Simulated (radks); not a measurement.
# Exchange and kinetic functionals tested on atomic densities: In³⁺, O⁴⁺, Ag⁺, Tc, B⁴⁺, Cu¹⁹⁺

Aim: take each self-consistent density and evaluate many functionals on it, against the exact exchange and kinetic energies of the same orbitals. Every spin shell is full or empty, so the densities are truly spherical.

Method: non-relativistic Kohn-Sham, exchange-only LDA, spin-polarised, spherical densities, point nucleus; open shells are filled with parallel spins first. Code: radks (a radial shooting solver on a logarithmic mesh, Libxc functionals) version 1.

## 1. The system

```
species : In³⁺ ([Kr] 4d10), O⁴⁺ ([He] 2s2), Ag⁺ ([Kr] 4d10), Tc ([Kr] 4d5 5s2), B⁴⁺ (1s1), Cu¹⁹⁺ ([Ne])
```

## 2. In³⁺, [Kr] 4d10

Input:

```text
Z 49
configuration [Kr] 4d10
relativity non-relativistic
functional lda,
spin polarised
nucleus point
```

## 3. O⁴⁺, [He] 2s2

Input:

```text
Z 8
configuration [He] 2s2
relativity non-relativistic
functional lda,
spin polarised
nucleus point
```

## 4. Ag⁺, [Kr] 4d10

Input:

```text
Z 47
configuration [Kr] 4d10
relativity non-relativistic
functional lda,
spin polarised
nucleus point
```

## 5. Tc, [Kr] 4d5 5s2

Input:

```text
Z 43
configuration [Kr] 4d5 5s2
relativity non-relativistic
functional lda,
spin polarised
nucleus point
```

## 6. B⁴⁺, 1s1

Input:

```text
Z 5
configuration 1s1
relativity non-relativistic
functional lda,
spin polarised
nucleus point
```

## 7. Cu¹⁹⁺, [Ne]

Input:

```text
Z 29
configuration [Ne]
relativity non-relativistic
functional lda,
spin polarised
nucleus point
```

Before running it: what results should come out? Wanted: for each run, error in magnitude; In³⁺; O⁴⁺; Ag⁺; Tc; B⁴⁺; Cu¹⁹⁺.

As calculated:

```
 error in magnitude (%)    In³⁺     O⁴⁺     Ag⁺      Tc     B⁴⁺   Cu¹⁹⁺
          exchange, LDA   -4.93  -12.68   -4.94   -5.13  -14.20   -8.25
       exchange, revPBE   -0.31   +0.27   -0.25   -0.23   -0.56   -0.48
         exchange, PW86   -0.22   +0.76   -0.13   -0.06   -0.28   -0.06
         exchange, OPTX   +1.21   -0.01   +1.21   +1.09   -0.56   -0.03
          exchange, G96   +0.33   -0.11   +0.37   +0.37   -0.36   -0.08
         exchange, TPSS   -0.30   +0.52   -0.23   -0.19   +0.03   -0.10
       exchange, r2SCAN   -0.11   -0.44   -0.07   -0.05   +0.04   -0.02
          exchange, MS2   -0.60   +0.56   -0.54   -0.50   +0.05   -0.23
          exchange, MVS   +0.07   -0.63   +0.09   +0.05   +0.04   -0.29
  kinetic, Thomas-Fermi   -5.32  -10.70   -5.39   -5.54   -8.37   -6.40
     kinetic, TF + vW/9   -0.68   -0.78   -0.68   -0.68   +2.74   +0.03
     kinetic, TF + vW/5   +3.04   +7.16   +3.08   +3.20  +11.63   +5.18
         kinetic, APBEK   +0.12   -0.71   +0.12   +0.13   +2.08   +0.76
      kinetic, revAPBEK   +0.30   +0.06   +0.31   +0.33   +2.97   +1.09
       kinetic, Thakkar   -0.57   -0.55   -0.55   -0.52   +2.43   +0.37
           kinetic, LKT  +19.33  +50.52  +19.62  +20.32  +62.58  +29.74
           kinetic, PG1  +15.19  +43.30  +15.43  +16.00  +55.25  +24.31
kinetic, DePristo-Kress   -0.09   -2.05   -0.09   -0.07   +2.91   +0.71
```

Negative means that the magnitude is too small. For exchange the mean absolute error is least for r2SCAN (0.12 %) and largest for LDA (8.35 %). Among the orbital-free kinetic functionals APBEK (0.65 %) does best and LKT (33.68 %) worst. The functionals are evaluated on one density each, not self-consistently.
